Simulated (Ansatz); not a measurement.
# CH₃F₃OSi: how energies converge with the basis set

The task here is to estimate one member of a computed series from the others.

The runs use Ansatz 0.2.0, Gaussian basis; one geometry, several basis sets.

Plan: PBE0-D4/def2-SVP; ωB97M-V/def2-SVP; PBE0-D4/def2-QZVPP; ωB97M-V/def2-QZVPP; the functionals' def2-TZVPP values are taken from earlier runs.

## The geometry

An earlier PBE0-D4 in a triple-zeta def2 set relaxation fixed the geometry.

SMILES `FC(F)(F)O[SiH3]`, 9 atoms, charge 0, spin multiplicity 1.

Atoms are counted from 1 here; the program's logs count them from 0.

Bond lengths: F1–C2 1.338 Å, C2–F3 1.345 Å, C2–F4 1.326 Å, C2–O5 1.328 Å, O5–Si6 1.679 Å, Si6–H7 1.480 Å, Si6–H8 1.481 Å, Si6–H9 1.476 Å. Angles: F1–C2–F3 106.8°, F1–C2–F4 107.8°, F1–C2–O5 111.9°, F3–C2–F4 107.9°, F3–C2–O5 112.1°, F4–C2–O5 110.1°, C2–O5–Si6 126.7°, O5–Si6–H7 109.6°, O5–Si6–H8 109.5°, O5–Si6–H9 103.9°, H7–Si6–H8 110.6°, H7–Si6–H9 111.3°, H8–Si6–H9 111.7°.

The first run:

The input, in.yaml:

```yaml
crystal:
  periodic: [false, false, false]
  atoms:
    - {symbol: F, position_ang: [0.409799, -0.117444, -2.049067]}
    - {symbol: C, position_ang: [0.966010, -0.344851, -0.853955]}
    - {symbol: F, position_ang: [0.679460, -1.617501, -0.527818]}
    - {symbol: F, position_ang: [2.281206, -0.246667, -0.993225]}
    - {symbol: O, position_ang: [0.537994, 0.514781, 0.063417]}
    - {symbol: Si, position_ang: [-0.909353, 0.439752, 0.910178]}
    - {symbol: H, position_ang: [-0.822484, -0.610098, 1.949285]}
    - {symbol: H, position_ang: [-2.018070, 0.154416, -0.028938]}
    - {symbol: H, position_ang: [-1.036164, 1.781412, 1.513022]}
basis:
  gaussian: {orbitals: def2-SVP}
hamiltonian: {xc: pbe0, dispersion: d4}
output: {orbitals: {seedname: orbitals}}
```

Launch:

```sh
$ ansatz run in.yaml --threads 4 --pin off --events-out ev --progress --plain --max-ram 10444MiB
```

Steps of the session up to this table: PBE0-D4 in def2-SVP; ωB97M-V in def2-SVP; PBE0-D4 in def2-QZVPP; ωB97M-V in def2-QZVPP.

One table of the session follows, with a row left open; its other results are not shown here.

It belongs to the step «Density functionals: the series». 

```
functional       basis  HOMO (eV)  LUMO (eV)
   PBE0-D4    def2-SVP      -9.69       0.24
   PBE0-D4  def2-TZVPP          ?          ?
   PBE0-D4  def2-QZVPP      -9.76      -0.36
   ωB97M-V    def2-SVP     -11.97       2.21
   ωB97M-V  def2-TZVPP     -12.06       1.50
   ωB97M-V  def2-QZVPP     -12.08       1.12
```

**Question.** Estimate the row for PBE0-D4, def2-TZVPP.

The run gave: HOMO (eV): -9.74; LUMO (eV): -0.21. In the column «HOMO (eV)» it lies between PBE0-D4, def2-QZVPP (-9.76) and PBE0-D4, def2-SVP (-9.69).
